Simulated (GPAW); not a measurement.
# Zn (C2/m) in GPAW: band structure with PBEsol

Aim: the band structure of Zn with PBEsol.

Program: GPAW 26.7.0. These are calculated values, not measurements. Logs are shortened: lines on timing, memory, paths and dates and some standing lists are left out, and cuts for length are marked. The log counts tension as positive stress, the text compression.

### 1 Starting point

The structure is monoclinic, space group C2/m (No. 12). Conventional cell: a = 4.536 Å, b = 2.617 Å, c = 7.472 Å, α = 90.00°, β = 102.30°, γ = 90.00°. Zn (site symmetry m) has 12 Zn at 2.62 to 2.89 Å as nearest neighbours. Zn (site symmetry 2/m) has 12 Zn at 2.62 to 2.89 Å as nearest neighbours.

This isn't the form of Zn at room conditions, which is hcp.

### 2 Band structure, PBEsol

run.py reads:

```python
from ase import Atoms
from ase.dft.bandgap import bandgap
from ase.io import write
from ase.units import GPa
from gpaw import GPAW, PW, setup_paths

setup_paths.insert(0, '.')

atoms = Atoms(['Zn', 'Zn', 'Zn'],
              cell=[[2.2681701736, -1.30848701, 0.0],
                    [2.2681701736, 1.30848701, 0.0],
                    [-1.5917165425, 0.0, 7.3004081919]],
              scaled_positions=[[0.77801786, 0.77801786, 0.33450498],
                                [0.22198214, 0.22198214, 0.66549502],
                                [0.0, 0.0, 0.0]],
              pbc=True)

calc = GPAW(mode=PW(600),
            xc='PBEsol',
            kpts={'size': (8, 8, 3), 'gamma': True},
            occupations={'name': 'fermi-dirac', 'width': 0.05},
            nbands=30,
            convergence={'density': 1e-05, 'energy': 1e-05},
            maxiter=150,
            txt='gpaw.txt')
atoms.calc = calc
energy = atoms.get_potential_energy()
forces = atoms.get_forces()
stress = atoms.get_stress()
calc.write('gs.gpw')
write('result.traj', atoms)
print(f'Energy: {energy:.6f} eV')
print('Forces (eV/A):')
print(forces.round(4))
print('Stress (GPa):', (stress / GPa).round(3))
print('Fermi level:', round(calc.get_fermi_level(), 4), 'eV')
print(f'Gap: {bandgap(calc)[0]:.4f} eV, direct: {bandgap(calc, direct=True)[0]:.4f} eV')

path = atoms.cell.bandpath('GYFLI,I1ZF1,YX1,XGN,MG', npoints=80, eps=1e-4)
bs_calc = calc.fixed_density(kpts=path, symmetry='off', nbands=44,
                             convergence={'bands': 'CBM+6.0', 'eigenstates': 1e-6}, txt='bands.txt')
bs = bs_calc.band_structure()
bs.write('bs.json')
print(f'Gap on the path: {bandgap(bs_calc)[0]:.4f} eV')
```

Potentials or basis: PAW data sets generated in the run's folder for this functional, pw.

On the command line:

```bash
> gpaw-setup -f PBEsol Zn
> OMP_NUM_THREADS=1 python run.py
```

gpaw.txt:

```text
__  _  _
 | _ |_)|_||  |
 |__||  | ||/\| - 26.7.0

Input parameters:
  mode=PW(ecut=600.0),
  convergence={'density': 1e-05, 'energy': 1e-05},
  kpts=MonkhorstPack(size=(8, 8, 3), gamma=True),
  maxiter=150,
  nbands=30,
  occupations=Occupations(name='fermi-dirac', width=0.05),
  xc=XC(name='PBEsol')

Diagonalizing LCAO Hamiltonian
Converting LCAO to pw mode

       Zn

              Zn

       Zn

Atoms  # Å, Bohr magnetons
|   | symbol |         x |         y |        z |    initial magnetic moments |
|---|--------|-----------|-----------|----------|-----------------------------|
| 0 |     Zn |  2.996917 |  0.000000 | 2.442023 | ( 0.0000,  0.0000,  0.0000) |
| 1 |     Zn | -0.052293 | -0.000000 | 4.858385 | ( 0.0000,  0.0000,  0.0000) |
| 2 |     Zn |  0.000000 |  0.000000 | 0.000000 | ( 0.0000,  0.0000,  0.0000) |

Unit cell  # Å
| periodic |         x |         y |        z |  lengths |     angles |
|----------|-----------|-----------|----------|----------|------------|
|      yes |  2.268170 | -1.308487 | 0.000000 | 2.618537 | 100.633330 |
|      yes |  2.268170 |  1.308487 | 0.000000 | 2.618537 | 100.633330 |
|      yes | -1.591717 |  0.000000 | 7.300408 | 7.471916 |  59.960523 |

Number of symmetries: 4
Symmetry operations  # r_c * U_cc + t_c -> r_c
|   | kind |            matrix            |
|---|------|------------------------------|
| 0 |  E   |  1, 0, 0,  0, 1, 0,  0, 0, 1 |
| 1 |  σ   |  0, 1, 0,  1, 0, 0,  0, 0, 1 |
| 2 |  C2  |  0,-1, 0, -1, 0, 0,  0, 0,-1 |
| 3 |  i   | -1, 0, 0,  0,-1, 0,  0, 0,-1 |

BZ-sampling:
  Number of BZ points: 192
  Number of IBZ points: 57

  Monkhorst-Pack size: [8, 8, 3]
  Monkhorst-Pack shift: [0.0625, 0.0625, 0.0]

K-points  # in reciprocal-cell coordinates
|     |                                coordinates |     weight |
|-----|--------------------------------------------|------------|
|   0 | (  0.00000000,   0.00000000,   0.00000000) | 0.00520833 |
|   1 | (  0.00000000,   0.00000000,   0.33333333) | 0.01041667 |
|   2 | (  0.12500000,  -0.12500000,   0.00000000) | 0.01041667 |
|   3 | (  0.12500000,  -0.12500000,   0.33333333) | 0.02083333 |
|   4 | (  0.12500000,   0.00000000,  -0.33333333) | 0.02083333 |
|   5 | (  0.12500000,   0.00000000,   0.00000000) | 0.02083333 |
|   6 | (  0.12500000,   0.00000000,   0.33333333) | 0.02083333 |
|   7 | (  0.12500000,   0.12500000,  -0.33333333) | 0.01041667 |
|   8 | (  0.12500000,   0.12500000,   0.00000000) | 0.01041667 |
|   9 | (  0.12500000,   0.12500000,   0.33333333) | 0.01041667 |
| ... |                                            |            |
|  56 | (  0.50000000,   0.50000000,   0.33333333) | 0.01041667 |

Plane wave coefficients: 1462
Cutoff: 600.0 eV

Spin-components: 1 (collinear spins)
Bands:           30
Projectors:      18
Spin-degeneracy: 2
Datatype:        complex128

Parallelization:
  kpt:    1
  domain: 1
  band:   1

Density:
  Valence electrons: 36.0
  Components: 1
  Grid points: [15 15 45]
  Charge: 0.0  # |e|

Potential:
  Grid points: [15 15 45]

species:
  Zn:
    name:    Zinc
    Z:       30.0
    valence: 12
    core:    18
    charge:  0.0  # [|e|]
    compensation charges:
      type: gauss
      rc: 0.37  # [Å]
      lmax: 2
    cutoffs:
      filter: 2.14  # [Å]
      core: 2.28  # [Å]
    projectors
    | kind |    occ | energy [eV] | rcut [Å] |
    |------|--------|-------------|----------|
    |   4s |  2.000 |      -5.996 |    1.286 |
    |   4p |  0.000 |      -1.076 |    1.270 |
    |   3d | 10.000 |     -10.170 |    1.180 |
    |    s |        |      21.215 |    1.286 |
    |    p |        |      26.135 |    1.270 |
    |    d |        |      17.041 |    1.180 |

    Using partial waves for Zn as LCAO basis

Reference energy: -146468.236830  # eV

eigensolver:
  PPCG
  Converge bands: occupied
  niter=2

density mixing:
  MSR1-Mixer
  Pratt-step length: 0.05
  Maximum mixing coefficient: 0.75
  Old densities: 10
  SVD Regularization: 0.005
  Good broyden scale: 1.0
  Trust region scale: 1.0
  Backstep threshold: 4.0
  History deletion threshold: 6.0
  Fourier metric: weight=20.0, sigma=0.015

occupation numbers:
  Fermi-Dirac:
    width: 0.0500  # eV

poisson solver:
  ecut: 4800.0  # eV

xc functional:
  name: PBEsol with 2 nearest neighbor stencil

convergence criteria:
- Maximum integral of absolute [dens]ity change: 1e-05 electrons / valence electron
- Maximum [total energy] change in last 3 cyles: 1e-05 eV / valence electron
- Maximum integral of absolute [eigenst]ate change: 4e-08 eV^2 / valence electron
maximum number of iterations: 150

SCF iterations
|iter     | |      energy | eigst |  dens |
|---------|-|-------------|-------|-------|
|iter:   1| |   -5.251335 | +0.29 |       |
|iter:   2| |   -5.155517 | -2.55 | -1.37 |
|iter:   3| |   -4.927730 | -1.67 | -1.42 |
|iter:   4| |   -4.934521 | -3.24 | -1.89 |
|iter:   5| |   -4.940262 | -3.16 | -2.23 |
|iter:   6| |   -4.935355 | -3.66 | -2.51 |
|iter:   7| |   -4.935435 | -5.44 | -3.64 |
|iter:   8| |   -4.935456c| -5.93 | -3.83 |
|iter:   9| |   -4.935456c| -7.41c| -4.44 |
|iter:  10| |   -4.935456c| -8.13c| -4.77 |
|iter:  11| |   -4.935456c| -8.55c| -5.18c|

Converged in 11 steps
Energy contributions relative to reference atoms: (reference = -146468.236830)

Energy contributions:
  Kinetic:          -7.784614
  Coulomb:          12.775214
  Zero:             -0.104541
  External:          0.000000
  Xc:               -9.817362
  Entropy:          -0.008305
  Spinorbit:         0.000000
  ----------------------------
  Free energy:      -4.939609
  Extrapolated:     -4.935456

dipole moment: (-5.677862, -0.000000, -14.076742)  # |e|*Ang

Fermi level: 6.871
Eigenvalues  # (at kpt = [0.000, 0.000, 0.000])
| band index |      eig [eV] | occ [0-2] |
|------------|---------------|-----------|
|          0 |        -3.772 |     2.000 |
|        ... |               |           |
|         10 |        -0.289 |     2.000 |
|         11 |        -0.284 |     2.000 |
|         12 |        -0.123 |     2.000 |
|         13 |        -0.110 |     2.000 |
|         14 |        -0.110 |     2.000 |
|         15 |        -0.105 |     2.000 |
|         16 |         0.053 |     2.000 |
|         17 |         0.083 |     2.000 |
|         18 |         8.695 |     0.000 |
|         19 |         8.756 |     0.000 |
|         20 |        21.018 |     0.000 |
|         21 |        24.629 |     0.000 |
|         22 |        25.564 |     0.000 |
|         23 |        25.654 |     0.000 |
|         24 |        25.808 |     0.000 |
|         25 |        25.875 |     0.000 |
|        ... |               |           |
|         29 |        27.036 |     0.000 |

No gap
No difference between direct/indirect transitions

Forces  # eV/Ang
|        x |       y |        z |
|----------|---------|----------|
| -0.00797 | 0.00000 |  0.01191 |  # Zn   0
|  0.00797 | 0.00000 | -0.01191 |  # Zn   1
|  0.00000 | 0.00000 |  0.00000 |  # Zn   2

Stress tensor  # eV/Ang^3
|        x |        y |        z |
|----------|----------|----------|
| 0.002918 | 0.000000 | 0.007942 |
| 0.000000 | 0.006906 | 0.000000 |
| 0.007942 | 0.000000 | 0.016926 |

# Writing to gs.gpw (mode='')
```

bands.txt:

```text
Diagonalizing LCAO Hamiltonian
Converting LCAO to pw mode
convergence criteria:
- Maximum integral of absolute [eigenst]ate change: 1e-06 eV^2 / valence electron
maximum number of iterations: 150

SCF iterations
|iter     | |      energy | eigst |  dens |
|---------|-|-------------|-------|-------|
|iter:   1| |             | +1.29 |       |
[... 85 lines left out ...]
         [-0.31818182,  0.        ,  0.31818182],
         [-0.27272727,  0.        ,  0.27272727],
         [-0.22727273,  0.        ,  0.22727273],
         [-0.18181818,  0.        ,  0.18181818],
         [-0.13636364,  0.        ,  0.13636364],
         [-0.09090909,  0.        ,  0.09090909],
         [-0.04545455,  0.        ,  0.04545455],
         [ 0.        ,  0.        ,  0.        ]])),
  maxiter=150,
  nbands=44,
  occupations=Occupations(name='fermi-dirac', width=0.05),
  symmetry=Symmetry(point_group=False, time_reversal=False),
  xc=XC(name='PBEsol')
```

Wall time 2.6 min (1 thread of Intel Xeon at 2.50GHz (Skylake/Cascade Lake), shared host); peak memory 0.32 GiB.

Results:

| Property | Result |
| --- | --- |
| Free energy | -4.9396 eV |
| Pressure | -1.4 GPa |
| Largest force | 0.014 eV/Å |
| Band gap along the path | none (metal or under the smearing width) |

Forces on the atoms (eV/Å):
```
Zn  -0.008  0.000  0.012
Zn   0.008  0.000 -0.012
Zn   0.000  0.000  0.000
```

Levels at the corners of the path, in eV from the Fermi level:
```tsv
point	band 15	band 16	band 17	band 18	band 19	band 20	band 21	band 22
Γ	-6.98	-6.98	-6.82	-6.79	1.82	1.88	14.15	17.76
Y	-6.71	-2.44	-2.30	-1.76	-0.08	2.31	3.82	4.67
F	-6.71	-2.56	-2.32	-1.74	0.25	2.10	3.52	4.55
L	-6.71	-2.80	-2.08	-1.45	0.90	1.16	2.04	7.07
I	-6.96	0.41	0.44	0.54	0.55	2.17	3.05	3.98
I1	-6.96	0.41	0.44	0.54	0.55	2.17	3.05	3.98
Z	-7.09	-6.93	-6.93	-3.74	-2.82	8.15	8.23	18.29
F1	-6.71	-2.56	-2.32	-1.74	0.25	2.10	3.52	4.55
Y	-6.71	-2.44	-2.30	-1.76	-0.08	2.31	3.82	4.67
X1	-6.96	0.40	0.48	0.49	0.94	1.60	3.42	3.44
X	-6.96	0.40	0.48	0.49	0.94	1.60	3.42	3.44
Γ	-6.98	-6.98	-6.82	-6.79	1.82	1.88	14.15	17.76
N	-6.71	-2.78	-2.05	-1.54	0.76	1.35	2.24	6.80
M	-6.71	-2.48	-2.26	-1.76	0.05	2.14	3.64	4.92
Γ	-6.98	-6.98	-6.82	-6.79	1.82	1.88	14.15	17.76
```

### 3 The reference run

An earlier run on the cell as given: functional PBEsol; potentials or basis PAW data sets generated in the run's folder for this functional; cutoff 600 eV; basis pw; k mesh 12 × 12 × 4; occupations fermi-dirac, width 0.05 eV; no spin polarisation.

- Pressure: -1.4 GPa
- Largest force: 0.011 eV/Å
- Band gap on the k mesh: none (metal or under the smearing width)
